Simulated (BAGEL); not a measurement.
**HF/cc-pVTZ (density fitting with qzvpp-jkfit) run of AlH3Br− (SMILES [H][Al-]([H])([H])[Br])**

Aim: the energy change on altering one bond length of AlH3Br− at HF/cc-pVTZ (density fitting with qzvpp-jkfit), from 2 runs. 

The calculation is run with BAGEL 1.2.2.

7 further runs of the same task are left out: 2 for a known fault of the program, 4 that didn't finish, 1 set aside as unsound or not needed.

## 1. The structure to begin with

AlH3Br−: 5 atoms, total charge -1, spin state singlet. SMILES: `[H][Al-]([H])([H])[Br]`. Geometry: a GFN2-xTB relaxation, a rough one for these elements and not checked as a minimum.

Bond lengths: Al1–Br2 2.303 Å, Al1–H3 1.604 Å, Al1–H4 1.603 Å, Al1–H5 1.605 Å. Angles: Br2–Al1–H3 107.0°, Br2–Al1–H4 106.7°, Br2–Al1–H5 106.9°, H3–Al1–H4 112.0°, H3–Al1–H5 111.9°, H4–Al1–H5 111.9°.

## 2. The energy at HF/cc-pVTZ (density fitting with qzvpp-jkfit)

File input.json:

```json
{ "bagel": [

{
  "title": "molecule",
  "basis": "cc-pvtz.json",
  "df_basis": "qzvpp-jkfit",
  "angstrom": "true",
  "geometry": [
    { "atom": "Al", "xyz": [      -0.000300,       0.001740,      -0.181290 ] },
    { "atom": "Br", "xyz": [       0.010960,      -0.019430,       2.122010 ] },
    { "atom": "H", "xyz": [       1.531680,       0.011070,      -0.658080 ] },
    { "atom": "H", "xyz": [      -0.775330,       1.332460,      -0.627330 ] },
    { "atom": "H", "xyz": [      -0.767010,      -1.325840,      -0.655310 ] }
  ]
},

{
  "title": "hf",
  "charge": -1
},

{
  "title": "print",
  "file": "orbitals.molden",
  "orbitals": "true"
}

]}
```

The basis set cc-pVTZ is read from a file made from the Basis Set Exchange's data (not shown).

Run with:

```bash
BAGEL_NUM_THREADS=1 BAGEL input.json > input.out
```

What it wrote:

```text
* using 1 threads per process

  ===============================================================
  ===============================================================

  *** Geometry ***

  { "atom" : "Al", "xyz" : [     -0.000567,      0.003288,     -0.342588 ] },
  { "atom" : "Br", "xyz" : [      0.020711,     -0.036717,      4.010018 ] },
  { "atom" : "H", "xyz" : [      2.894456,      0.020919,     -1.243591 ] },
  { "atom" : "H", "xyz" : [     -1.465161,      2.517984,     -1.185482 ] },
  { "atom" : "H", "xyz" : [     -1.449439,     -2.505474,     -1.238356 ] },

  Number of auxiliary basis functions:      448

  Since a DF basis is specified, we compute 2- and 3-index integrals:
    o Being stored without compression. Storage requirement is 0.051 GB

  Number of basis functions:      119
  Number of electrons      :       51

    * METHOD: MOLECULE                             1.12

  *** RHF ***

  === Nuclear Repulsion ===
   135.5414203926

      * DIIS with orbital gradients will be used.

  === RHF iteration (cc-pvtz.json) ===
      0      -2816.19077420          0.00712073           0.40
      1      -2816.22963480          0.00242932           0.24
      2      -2816.23365762          0.00075107           0.26
      3      -2816.23415947          0.00009929           0.40
      4      -2816.23416984          0.00002751           0.32
      5      -2816.23417066          0.00000773           0.31
      6      -2816.23417073          0.00000118           0.27
      7      -2816.23417074          0.00000034           0.27
      8      -2816.23417074          0.00000009           0.26
      9      -2816.23417074          0.00000002           0.28
     10      -2816.23417074          0.00000001           0.25
    * SCF iteration converged.

    * Permanent dipole moment:
           (   -0.009895,     0.014424,    -1.669337) a.u.

    * METHOD: HF                                   4.77

    * METHOD: PRINT                                0.07

  ===============================================================
```

It took 6.7 s on 1 thread of Intel Xeon at 2.50GHz (Skylake/Cascade Lake), shared host.

## 3. The distorted shape

File hf.json:

```json
{ "bagel": [

{
  "title": "molecule",
  "basis": "cc-pvtz.json",
  "df_basis": "qzvpp-jkfit",
  "angstrom": true,
  "geometry": [
    { "atom": "Al", "xyz": [      -0.001989,       0.004915,      -0.526746 ] },
    { "atom": "Br", "xyz": [       0.010960,      -0.019430,       2.122010 ] },
    { "atom": "H", "xyz": [       1.529991,       0.014245,      -1.003536 ] },
    { "atom": "H", "xyz": [      -0.777019,       1.335635,      -0.972786 ] },
    { "atom": "H", "xyz": [      -0.768699,      -1.322665,      -1.000766 ] }
  ]
},

{ "title": "hf", "charge": -1 },

{ "title": "print", "file": "orbitals.molden", "orbitals": true }

]}
```

The basis set cc-pVTZ is read from a file made from the Basis Set Exchange's data (not shown).

Run with:

```bash
BAGEL_NUM_THREADS=1 BAGEL hf.json > hf.out
```

What it wrote:

```text
* using 1 threads per process

  ===============================================================
  ===============================================================

  *** Geometry ***

  { "atom" : "Al", "xyz" : [     -0.003759,      0.009288,     -0.995406 ] },
  { "atom" : "Br", "xyz" : [      0.020711,     -0.036717,      4.010018 ] },
  { "atom" : "H", "xyz" : [      2.891264,      0.026919,     -1.896408 ] },
  { "atom" : "H", "xyz" : [     -1.468353,      2.523984,     -1.838299 ] },
  { "atom" : "H", "xyz" : [     -1.452631,     -2.499475,     -1.891174 ] },

  Number of auxiliary basis functions:      448

  Since a DF basis is specified, we compute 2- and 3-index integrals:
    o Being stored without compression. Storage requirement is 0.051 GB

  Number of basis functions:      119
  Number of electrons      :       51

    * METHOD: MOLECULE                             1.99

  *** RHF ***

  === Nuclear Repulsion ===
   120.3609302074

      * DIIS with orbital gradients will be used.

  === RHF iteration (cc-pvtz.json) ===
      0      -2816.18989073          0.00684857           0.61
      1      -2816.22955739          0.00246719           0.51
      2      -2816.23414304          0.00079396           0.46
      3      -2816.23471969          0.00009169           0.41
      4      -2816.23472848          0.00002407           0.40
      5      -2816.23472905          0.00000612           0.40
      6      -2816.23472910          0.00000109           0.40
      7      -2816.23472910          0.00000026           0.36
      8      -2816.23472910          0.00000007           0.55
      9      -2816.23472910          0.00000003           0.43
     10      -2816.23472910          0.00000001           0.40
    * SCF iteration converged.

    * Permanent dipole moment:
           (   -0.007822,     0.010781,    -1.272613) a.u.

    * METHOD: HF                                   6.63

    * METHOD: PRINT                                0.04

  ===============================================================
```

It took 9.7 s on 1 thread of Intel Xeon at 2.50GHz (Skylake/Cascade Lake), shared host.

## 4. Results

Level: HF/cc-pVTZ (density fitting with qzvpp-jkfit).

```
                                                              quantity           value
                                             first shape: total energy  -2816.23417 Eh
                                              first shape: HOMO energy        -5.46 eV
                                              first shape: LUMO energy         7.35 eV
    first shape: HOMO–LUMO gap (to an unbound level, set by the basis)        12.80 eV
                                         distorted shape: total energy  -2816.23473 Eh
                                          distorted shape: HOMO energy        -5.62 eV
                                          distorted shape: LUMO energy         6.94 eV
distorted shape: HOMO–LUMO gap (to an unbound level, set by the basis)        12.56 eV
   energy change with the Al1–Br2 bond stretched from 2.303 to 2.649 Å       -0.015 eV
```

What this shows: With the Al1–Br2 bond stretched from 2.303 to 2.649 Å the energy falls by 0.02 eV (1.5 kJ/mol). The first shape isn't relaxed at this level, so the change isn't measured from a minimum.
